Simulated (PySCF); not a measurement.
**P²⁺, P³⁺: ionisation energy in aug-cc-pV(D+d)Z**

Each state of phosphorus is computed at each level; their differences give the ionisation energy. How far do the methods differ?

The numbers are computed with PySCF 2.14.0 (unrestricted determinants in a Gaussian basis, no spin-orbit coupling in the energies), except any that are marked as measured or tabulated.

**1. What is computed**

- Element: phosphorus (Z = 15)
- Basis: aug-cc-pV(D+d)Z
- Hamiltonian: no relativity, point nucleus
- State 1: P²⁺: [Ne] 3s2 3p1, 2P determinant
- State 2: P³⁺: [Ne] 3s2, closed-shell 1S
- Methods: UHF, r2SCAN, BP86, MP2, CCSD(T)
- Core shells frozen in the correlated runs: valence: [Ne] (for P²⁺)

Outer shells as boxes (Hund's rule):

P2+ [Ne] 3s2 3p1
```
[Ne] core
3s [↑↓]
3p [↑ ][  ][  ]
```

P3+ [Ne] 3s2
```
[Ne] core
3s [↑↓]
```

One driver process ran all states and methods and kept the integrals in memory. Each run is shown as a PySCF script that sums up its settings (the driver passes frozen orbitals as a list and adds second-order terms of double hybrids); the logs are those of the runs themselves. The driver starts from symmetry-adapted Hartree-Fock orbitals, holds the occupation by maximum overlap and uses a logarithmic radial grid for functionals, so a plain start would take other cycles.

It was started by

```sh
$ OMP_NUM_THREADS=1 python atomrun2.py TASK.json OUT
```

The integrals over 32 functions and the set-up took 0.05 s of CPU time.

**2. P²⁺, method by method**

#### UHF

Contents of input.py:

```python
from pyscf import gto, scf, dft, mp, cc
import basis_set_exchange as bse
mol = gto.M(atom="P 0 0 0", charge=2, spin=1, symmetry="D2h",
            basis=gto.basis.parse(bse.get_basis("aug-cc-pV(D+d)Z", elements=["P"], fmt="nwchem", header=False)))
mf = scf.UHF(mol)
mf.irrep_nelec = {'Ag': (3, 3), 'B1u': (1, 1), 'B2u': (2, 1), 'B3u': (1, 1)}
mf.kernel()
```

#### r2SCAN

Changes to input.py:

```diff
@@ -4,3 +4,3 @@
             basis=gto.basis.parse(bse.get_basis("aug-cc-pV(D+d)Z", elements=["P"], fmt="nwchem", header=False)))
-mf = scf.UHF(mol)
+mf = dft.UKS(mol, xc="R2SCAN")
 mf.irrep_nelec = {'Ag': (3, 3), 'B1u': (1, 1), 'B2u': (2, 1), 'B3u': (1, 1)}
```

#### BP86

Changes to input.py:

```diff
@@ -4,3 +4,3 @@
             basis=gto.basis.parse(bse.get_basis("aug-cc-pV(D+d)Z", elements=["P"], fmt="nwchem", header=False)))
-mf = dft.UKS(mol, xc="R2SCAN")
+mf = dft.UKS(mol, xc="B88,P86")
 mf.irrep_nelec = {'Ag': (3, 3), 'B1u': (1, 1), 'B2u': (2, 1), 'B3u': (1, 1)}
```

#### MP2 (valence)

Changes to input.py:

```diff
@@ -4,4 +4,5 @@
             basis=gto.basis.parse(bse.get_basis("aug-cc-pV(D+d)Z", elements=["P"], fmt="nwchem", header=False)))
-mf = dft.UKS(mol, xc="B88,P86")
+mf = scf.UHF(mol)
 mf.irrep_nelec = {'Ag': (3, 3), 'B1u': (1, 1), 'B2u': (2, 1), 'B3u': (1, 1)}
 mf.kernel()
+mp.UMP2(mf, frozen=5).kernel()
```

#### CCSD(T) (valence)

Changes to input.py:

```diff
@@ -7,2 +7,3 @@
 mf.kernel()
-mp.UMP2(mf, frozen=5).kernel()
+mycc = cc.CCSD(mf, frozen=5).run()
+mycc.ccsd_t()
```

**3. P³⁺, method by method**

#### UHF

Contents of input.py:

```python
from pyscf import gto, scf, dft, mp, cc
import basis_set_exchange as bse
mol = gto.M(atom="P 0 0 0", charge=3, spin=0, symmetry="D2h",
            basis=gto.basis.parse(bse.get_basis("aug-cc-pV(D+d)Z", elements=["P"], fmt="nwchem", header=False)))
mf = scf.UHF(mol)
mf.irrep_nelec = {'Ag': (3, 3), 'B1u': (1, 1), 'B2u': (1, 1), 'B3u': (1, 1)}
mf.kernel()
```

#### r2SCAN

Changes to input.py:

```diff
@@ -4,3 +4,3 @@
             basis=gto.basis.parse(bse.get_basis("aug-cc-pV(D+d)Z", elements=["P"], fmt="nwchem", header=False)))
-mf = scf.UHF(mol)
+mf = dft.UKS(mol, xc="R2SCAN")
 mf.irrep_nelec = {'Ag': (3, 3), 'B1u': (1, 1), 'B2u': (1, 1), 'B3u': (1, 1)}
```

#### BP86

Changes to input.py:

```diff
@@ -4,3 +4,3 @@
             basis=gto.basis.parse(bse.get_basis("aug-cc-pV(D+d)Z", elements=["P"], fmt="nwchem", header=False)))
-mf = dft.UKS(mol, xc="R2SCAN")
+mf = dft.UKS(mol, xc="B88,P86")
 mf.irrep_nelec = {'Ag': (3, 3), 'B1u': (1, 1), 'B2u': (1, 1), 'B3u': (1, 1)}
```

#### MP2 (valence)

Changes to input.py:

```diff
@@ -4,4 +4,5 @@
             basis=gto.basis.parse(bse.get_basis("aug-cc-pV(D+d)Z", elements=["P"], fmt="nwchem", header=False)))
-mf = dft.UKS(mol, xc="B88,P86")
+mf = scf.UHF(mol)
 mf.irrep_nelec = {'Ag': (3, 3), 'B1u': (1, 1), 'B2u': (1, 1), 'B3u': (1, 1)}
 mf.kernel()
+mp.UMP2(mf, frozen=5).kernel()
```

#### CCSD(T) (valence)

Changes to input.py:

```diff
@@ -7,2 +7,3 @@
 mf.kernel()
-mp.UMP2(mf, frozen=5).kernel()
+mycc = cc.CCSD(mf, frozen=5).run()
+mycc.ccsd_t()
```

Q: Predict the outcome of this session.

As calculated:

| quantity | value |
| --- | --- |
| ionisation energy, P²⁺ | UHF 29.580, CCSD(T) (valence) 29.906 eV; reference 30.203 |

Each level's miss and price (over 1 difference):

| method | mean absolute miss against the measured value (with the measured fine structure taken into account where it is known) (eV) | CPU time, both states (s) |
| --- | --- | --- |
| UHF | 0.623 | 0.15 |
| r2SCAN | 0.166 | 0.57 |
| BP86 | 0.148 | 0.28 |
| MP2 (valence) | 0.439 | 0.17 |
| SCS-MP2 (valence) | 0.459 | 0.17 |
| CCSD (valence) | 0.315 |  |
| CCSD(T) (valence) | 0.297 | 0.49 |

BP86 lands nearest to the measured value (off by 0.15 eV), level with r2SCAN; UHF misses by most (0.62 eV). Hartree-Fock falls short because the species with more electrons holds more correlation energy, which it lacks. The basis is finite, and no extrapolation was made. The dearest level timed, r2SCAN, costs 3.8 times the cheapest, UHF, and differs from the measured value (with the measured fine structure taken into account where it is known) by 0.17 against 0.62 eV.
